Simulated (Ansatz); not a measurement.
HfIn4SiO6:

```
CELL_PARAMETERS angstrom
3.23023 -5.57768 -0.02470
3.23023 5.57768 -0.02470
-1.49068 0.00000 6.32030
ATOMIC_POSITIONS crystal
Hf 0.10178 0.10178 0.00912
In 0.79222 0.48204 0.00818
In 0.48204 0.79222 0.00818
In 0.54472 0.21983 0.48398
In 0.21983 0.54472 0.48398
Si 0.85433 0.85433 0.44523
O 0.83500 0.58822 0.38104
O 0.58822 0.83500 0.38104
O 0.02899 0.02899 0.29500
O 0.97920 0.97920 0.69555
O 0.42852 0.14514 0.07435
O 0.14514 0.42852 0.07435
```

The cell was built by a generator and needn't be a form met in nature.

| Item | Value |
| --- | --- |
| Program | Ansatz 0.2.0 |
| Task | relaxation of cell and atoms |
| Functional | PBE |
| Dispersion | D3(BJ)-ATM |
| Potentials or basis | Ansatz PAW |
| Cutoff | 420 eV (not typed: the program's choice for these potentials) |
| k mesh | 4 × 4 × 3 |
| Occupations | fermi-dirac, width 0.05 eV |
| Spin | no spin polarisation |

At the start: volume 18.94 Å³/atom.

Task: How do energy, volume and symmetry change on relaxing?

Result: It ends after 18 steps and the volume is 17.78 Å³/atom (-6.1 %); space group Cm (No. 8, to 0.05 Å).

Step by step:
```
step  energy change (eV)  largest force (eV/Å)  volume (Å³)
   1              0.0000                0.0131       227.34
   2             -0.0320                0.3020       216.53
   3             -0.0579                0.2057       219.20
   4             -0.0628                0.1432       219.07
   5             -0.0678                0.3698       217.83
   6             -0.0813                0.1144       216.55
   7             -0.0861                0.0802       216.09
   8             -0.0943                0.0918       214.48
   9             -0.0948                0.0593       214.53
  10             -0.0950                0.0149       214.52
  11             -0.0949                0.0176       214.60
  12             -0.0950                0.0064       214.58
  13             -0.0785                0.0055       214.58
  14             -0.0818                0.0237       213.58
  15             -0.0822                0.0167       213.49
  16             -0.0824                0.0105       213.41
  17             -0.0824                0.0022       213.40
  18             -0.0801                0.0025       213.40
```

Final structure:
```cif
data_structure
_symmetry_space_group_name_H-M 'P 1'
_symmetry_Int_Tables_number 1
_cell_length_a 6.2778
_cell_length_b 6.2778
_cell_length_c 6.5895
_cell_angle_alpha 96.753
_cell_angle_beta 96.753
_cell_angle_gamma 122.100
_cell_volume 213.40
loop_
_atom_site_label
_atom_site_type_symbol
_atom_site_fract_x
_atom_site_fract_y
_atom_site_fract_z
_atom_site_occupancy
Hf1 Hf 0.08588 0.08588 0.00420 1
In1 In 0.79357 0.48262 0.00704 1
In2 In 0.48262 0.79357 0.00704 1
In3 In 0.54747 0.21485 0.50153 1
In4 In 0.21485 0.54747 0.50153 1
Si1 Si 0.86024 0.86024 0.44339 1
O1 O 0.83387 0.58411 0.37369 1
O2 O 0.58411 0.83387 0.37369 1
O3 O 0.06050 0.06050 0.31282 1
O4 O 0.97789 0.97789 0.69297 1
O5 O 0.42590 0.13309 0.06106 1
O6 O 0.13309 0.42590 0.06106 1
```

Caveat: the plane-wave basis is chosen anew once the cell has moved, so the energies of steps on either side of that aren't comparable; the pressure holds a Pulay correction of +0.4 GPa for the finite cutoff.
